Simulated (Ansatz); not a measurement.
What does this script print? It uses the Python package of Ansatz (0.2.0).

`c2h5osi.xyz`
```text
9

C    -1.13900    0.06290   -0.24230
C    -0.02950   -0.31270    0.68940
O    -0.28940   -0.81250    1.77180
Si    1.73570   -0.03060    0.22500
H    -1.73270   -0.84000   -0.49650
H    -1.80010    0.80770    0.24800
H    -0.73980    0.50310   -1.18040
H     1.95270    1.40390   -0.01370
H     2.04220   -0.78180   -1.00130
```

Script `c2h5osi.py`:
```python
"""One geometry of C2H5OSi, method by method."""

from pathlib import Path
import warnings

import ansatz
import numpy as np

warnings.simplefilter("ignore", ansatz.DeckWarning)

c2h5osi = ansatz.Crystal.molecule_from_extxyz("c2h5osi.xyz")

base = c2h5osi.calculation()
base = base.basis(gaussian="cc-pVDZ").spin("collinear", total=1)

print("functional    E (Ha)        dipole (D)   HOMO (eV)  LUMO (eV)")
for name in ["cam_b3lyp", "b3lyp", "revpbe", "lc_wpbe", "pbe", "hse06"]:
    r = base.functional(name).forces().orbitals().run(runs_dir="runs").report
    lines = Path(r["orbitals_path"]).read_text().splitlines()
    field_of = lambda key: [line.split("=")[1].strip() for line in lines if line.startswith(key)]
    orbitals = [(27.211386 * float(e), s, float(n)) for e, s, n in zip(field_of("Ene="), field_of("Spin="), field_of("Occup="))]
    homo = max(e for e, _, n in orbitals if n > 0.5)
    lumo = min(e for e, _, n in orbitals if n < 0.5)
    dipole = 4.803205 * np.linalg.norm(r["charge_distribution"]["dipole_moment_e_ang"])
    print(f"{name:10s} {r['free_energy_ev'] / 27.211386246:14.6f} {dipole:9.3f} {homo:11.3f} {lumo:10.3f}")
```

```console
$ python c2h5osi.py
functional    E (Ha)        dipole (D)   HOMO (eV)  LUMO (eV)
cam_b3lyp     -443.790145     2.184      -7.641     -1.637
b3lyp         -443.882496     2.119      -6.118     -2.928
revpbe        -443.759984     2.003      -5.151     -3.285
lc_wpbe       -443.669580     2.218      -9.126     -0.165
pbe           -443.524862     2.038      -5.194     -3.440
hse06         -443.550692     2.188      -6.035     -2.928
```

Reading the output:
- Total energies depend on the basis set; only differences at equal settings carry meaning.
- The geometry is a force-field or estimated start, not a minimum of this method, and the basis set is short of its limit. A lower total doesn't mark the better method: functionals have no common bound, and MP2 and coupled cluster aren't variational.
- The run takes the species as open-shell (spin multiplicity 2), which needn't be its ground state.
- b3lyp holds the VWN-RPA fit, as in Gaussian; the form of ORCA and Turbomole is b3lyp5.
- Levels such as HOMO and LUMO are orbital energies: with these approximate functionals they aren't the ionisation energy and electron affinity, and their gap isn't the fundamental gap.
- For Al to Cl the sets with a tight d function, cc-pV(X+d)Z, are usual.
- hse06 follows the composition of plane-wave codes, whose totals differ by tens of mHa, up to about 0.1 Ha, from the form usual in Gaussian-basis programs (wpbeh).
- Timing: 28 s on 1 thread of Arm Neoverse V2, on a shared host, peak memory 0.29 GiB.
